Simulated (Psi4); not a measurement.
# CH2FNOSi (SMILES O=C=N[SiH2]F): PBE/cc-pVDZ

What is the energy change on altering one bond length of CH2FNOSi at PBE/cc-pVDZ? 

Program for the calculation: Psi4 1.11.

2 further runs of the same task are left out: 2 set aside as unsound or not needed.

### Step 1. Starting point

CH2FNOSi has 7 atoms, charge 0, and is taken as a singlet. As SMILES, `O=C=N[SiH2]F`. The coordinates come from a PBE0-D4/def2-TZVP relaxation. This is one conformer, not always the lowest.

Bond lengths: O1–C2 1.162 Å, C2–N3 1.195 Å, N3–Si4 1.694 Å, Si4–F5 1.591 Å, Si4–H6 1.475 Å, Si4–H7 1.475 Å. Angles: O1–C2–N3 178.4°, C2–N3–Si4 166.0°, N3–Si4–F5 109.2°, N3–Si4–H6 109.0°, N3–Si4–H7 109.0°, F5–Si4–H6 108.2°, F5–Si4–H7 108.2°, H6–Si4–H7 113.2°.

### Step 2. A single-point energy at PBE/cc-pVDZ

Contents of input.json:

```json
{
  "schema_name": "qcschema_input",
  "schema_version": 1,
  "molecule": {
    "schema_name": "qcschema_molecule",
    "schema_version": 2,
    "symbols": ["O", "C", "N", "Si", "F", "H", "H"],
    "geometry": [-1.08432485, -5.49532357, -1.04312882, -0.57995695, -3.4334434, -0.48395886, -0.0359048, -1.33452459, 0.14380816, 0.40081091, 1.82982181, 0.35696926, -0.79406292, 3.15773235, -2.0616912, -0.92653272, 2.77846432, 2.61689274, 3.13562256, 2.36896067, 0.38493721],
    "molecular_charge": 0,
    "molecular_multiplicity": 1,
    "fix_symmetry": "c1"
  },
  "driver": "energy",
  "model": {
    "method": "pbe",
    "basis": "cc-pVDZ"
  },
  "keywords": {
    "puream": true,
    "e_convergence": 1e-09,
    "d_convergence": 1e-08,
    "scf_type": "pk",
    "dft_radial_points": 99,
    "dft_spherical_points": 590,
    "scf_properties": ["DIPOLE", "MULLIKEN_CHARGES", "QUADRUPOLE"]
  }
}
```

Started as:

```console
$ psi4 --qcschema input.json -n 1 --memory 2200MB
```

stdout:

```text
[...]
  Running in c1 symmetry.
[...]
  Nuclear repulsion =  204.922898997471236
[...]
  Multiplicity = 1
[...]
  Nalpha       = 23
  Nbeta        = 23
[...]
    Number of basis functions: 84
[...]
   @RKS iter   1:  -558.01049710285236   -1.06769e-01   9.77716e-03 ADIIS/DIIS
[...]
   @RKS iter  12:  -558.28640990549093   -5.57066e-12   6.30996e-09 DIIS
[...]
    Orbital Energies [Eh]
    ---------------------
    Doubly Occupied:
       1A    -65.501612     2A    -24.271517     3A    -18.818918
       4A    -14.019341     5A    -10.034391     6A     -5.128488
       7A     -3.542813     8A     -3.539794     9A     -3.537044
      10A     -1.094777    11A     -1.028338    12A     -0.866807
      13A     -0.583379    14A     -0.463126    15A     -0.444783
      16A     -0.426942    17A     -0.425378    18A     -0.397370
      19A     -0.393279    20A     -0.354735    21A     -0.318741
      22A     -0.280242    23A     -0.266695
[...]
  @RKS Final Energy:  -558.28640990549093
   => Energetics <=
    Nuclear Repulsion Energy =            204.9228989974712363
    One-Electron Energy =               -1177.4245090401532252
    Two-Electron Energy =                 466.9157616163759599
    DFT Exchange-Correlation Energy =     -52.7005614791849339
    Empirical Dispersion Energy =           0.0000000000000000
    VV10 Nonlocal Energy =                  0.0000000000000000
    Total Energy =                       -558.2864099054909275
[...]
 Multipole Moments:
 ------------------------------------------------------------------------------------
     Multipole            Electronic (a.u.)      Nuclear  (a.u.)        Total (a.u.)
 ------------------------------------------------------------------------------------
 L = 1.  Multiply by 2.5417464519 to convert [e a0] to [Debye]
 Dipole X            :         -1.3817114            1.6411834            0.2594721
 Dipole Y            :         -0.8426872            1.1609442            0.3182569
 Dipole Z            :         -2.3636319            2.7787097            0.4150778
 Magnitude           :                                                    0.5838689
 L = 2.  Multiply by 1.3450342976 to convert [e a0^2] to [Debye ang]
 Quadrupole XX       :        -52.0898574           27.1142009          -24.9756565
 Quadrupole XY       :        -48.7309552           48.7944376            0.0634825
[...]
  Mulliken Charges: (a.u.)
   Center  Symbol    Alpha    Beta     Spin     Total
       1     O     4.05504  4.05504  0.00000 -0.11009
       2     C     2.90005  2.90005  0.00000  0.19990
       3     N     3.60683  3.60683  0.00000 -0.21366
       4    SI     6.74484  6.74484  0.00000  0.51031
       5     F     4.62631  4.62631  0.00000 -0.25263
       6     H     0.53346  0.53346  0.00000 -0.06691
       7     H     0.53346  0.53346  0.00000 -0.06693
   Total alpha = 23.00000, Total beta = 23.00000, Total charge = -0.00000
[...]
```

The result, in JSON:

```text
{
 "driver": "energy",
 "model": {
  "method": "pbe",
  "basis": "cc-pVDZ"
 },
 "success": true,
 "return_result": -558.2864099054909,
 "properties": {
  "calcinfo_nbasis": 84,
  "calcinfo_nmo": 84,
  "calcinfo_nalpha": 23,
  "calcinfo_nbeta": 23,
  "calcinfo_natom": 7,
  "nuclear_repulsion_energy": 204.92289899747124,
  "return_energy": -558.2864099054909,
  "scf_one_electron_energy": -1177.4245090401532,
  "scf_two_electron_energy": 466.91576161637596,
  "scf_xc_energy": -52.700561479184934,
  "scf_dipole_moment": [0.2594720913604531, 0.3182569281761163, 0.4150778251376739],
  "scf_total_energy": -558.2864099054909,
  "scf_iterations": 12
 }
}
```

It took 12 s on 1 thread of Intel Xeon 6975P-C (Granite Rapids), shared host; peak memory 1.2 GiB.

### Step 3. The distorted shape, same level

Contents of calc.in:

```
memory 2200 mb

molecule system {
  0 1
  O     -0.707253    -3.453564    -0.699954
  C     -0.306900    -1.816900    -0.256100
  N     -0.019000    -0.706200     0.076100
  Si     0.212100     0.968300     0.188900
  F     -0.420200     1.671000    -1.091000
  H     -0.490300     1.470300     1.384800
  H      1.659300     1.253600     0.203700
  symmetry c1
  no_reorient
  no_com
}

set puream true
set e_convergence 1e-09
set d_convergence 1e-08
set scf_type pk
set dft_radial_points 99
set dft_spherical_points 590

e, wfn = energy('pbe/cc-pVDZ', return_wfn=True)
oeprop(wfn, 'WIBERG_LOWDIN_INDICES', 'MAYER_INDICES', 'MULLIKEN_CHARGES', title='PBE')
```

Started as:

```console
$ psi4 -i calc.in -o calc.out -n 1
```

calc.out:

```text
[...]
  Running in c1 symmetry.
[...]
  Nuclear repulsion =  192.249728400742271
[...]
  Multiplicity = 1
[...]
  Nalpha       = 23
  Nbeta        = 23
[...]
    Number of basis functions: 84
[...]
   @RKS iter   1:  -557.86015206087575   -5.01472e-01   9.44193e-03 ADIIS/DIIS
[...]
   @RKS iter  13:  -558.11289473388183   -7.04858e-12   7.70484e-09 DIIS
[...]
    Orbital Energies [Eh]
    ---------------------
    Doubly Occupied:
       1A    -65.529462     2A    -24.295893     3A    -18.800443
       4A    -14.074047     5A    -10.061240     6A     -5.157454
       7A     -3.571770     8A     -3.568918     9A     -3.565574
      10A     -1.118550    11A     -0.910467    12A     -0.798372
      13A     -0.625252    14A     -0.487105    15A     -0.433680
      16A     -0.426913    17A     -0.402792    18A     -0.386468
      19A     -0.380601    20A     -0.375600    21A     -0.326970
      22A     -0.226492    23A     -0.224264
[...]
  @RKS Final Energy:  -558.11289473388183
   => Energetics <=
    Nuclear Repulsion Energy =            192.2497284007422707
    One-Electron Energy =               -1151.8994141977295840
    Two-Electron Energy =                 453.9524696450821466
    DFT Exchange-Correlation Energy =     -52.4156785819766426
    Empirical Dispersion Energy =           0.0000000000000000
    VV10 Nonlocal Energy =                  0.0000000000000000
    Total Energy =                       -558.1128947338818307
[...]
 Multipole Moments:
 ------------------------------------------------------------------------------------
     Multipole            Electronic (a.u.)      Nuclear  (a.u.)        Total (a.u.)
 ------------------------------------------------------------------------------------
 L = 1.  Multiply by 2.5417464519 to convert [e a0] to [Debye]
 Dipole X            :         14.2655619          -13.7493147            0.5162472
 Dipole Y            :         24.3956208          -22.9681320            1.4274889
 Dipole Z            :         23.7221224          -23.0346881            0.6874343
 Magnitude           :                                                    1.6663738
[...]
  Mulliken Charges: (a.u.)
   Center  Symbol    Alpha    Beta     Spin     Total
       1     O     4.14269  4.14269  0.00000 -0.28538
       2     C     2.92475  2.92475  0.00000  0.15049
       3     N     3.53427  3.53427  0.00000 -0.06855
       4    SI     6.73533  6.73533  0.00000  0.52935
       5     F     4.61920  4.61920  0.00000 -0.23840
       6     H     0.52190  0.52190  0.00000 -0.04380
       7     H     0.52186  0.52186  0.00000 -0.04372
   Total alpha = 23.00000, Total beta = 23.00000, Total charge = -0.00000
  Mayer Bond Indices:
[...]
```

It took 13 s on 1 thread of Intel Xeon 6975P-C (Granite Rapids), shared host; peak memory 1.2 GiB.

### Step 4. Outcome

At PBE/cc-pVDZ:

| quantity | value |
| --- | --- |
| first shape: total energy | -558.28641 Eh |
| first shape: dipole moment | 1.48 D |
| first shape: HOMO energy | -7.26 eV |
| first shape: LUMO energy | -0.88 eV |
| first shape: HOMO–LUMO gap | 6.38 eV |
| distorted shape: total energy | -558.11289 Eh |
| distorted shape: dipole moment | 4.24 D |
| distorted shape: HOMO energy | -6.10 eV |
| distorted shape: LUMO energy | -3.14 eV |
| distorted shape: HOMO–LUMO gap | 2.97 eV |
| energy change with the O1–C2 bond stretched from 1.162 to 1.742 Å | 4.722 eV |

What this shows: With the O1–C2 bond stretched from 1.162 to 1.742 Å the energy rises by 4.72 eV (456 kJ/mol). The first shape isn't relaxed at this level, so the change isn't measured from a minimum. A restricted reference can't describe the breaking bond well at this length. Mulliken charges (first shape) run from -0.25 on F5 to +0.51 on Si4; they depend strongly on the basis. Mulliken charges (distorted shape) run from -0.29 on O1 to +0.53 on Si4.
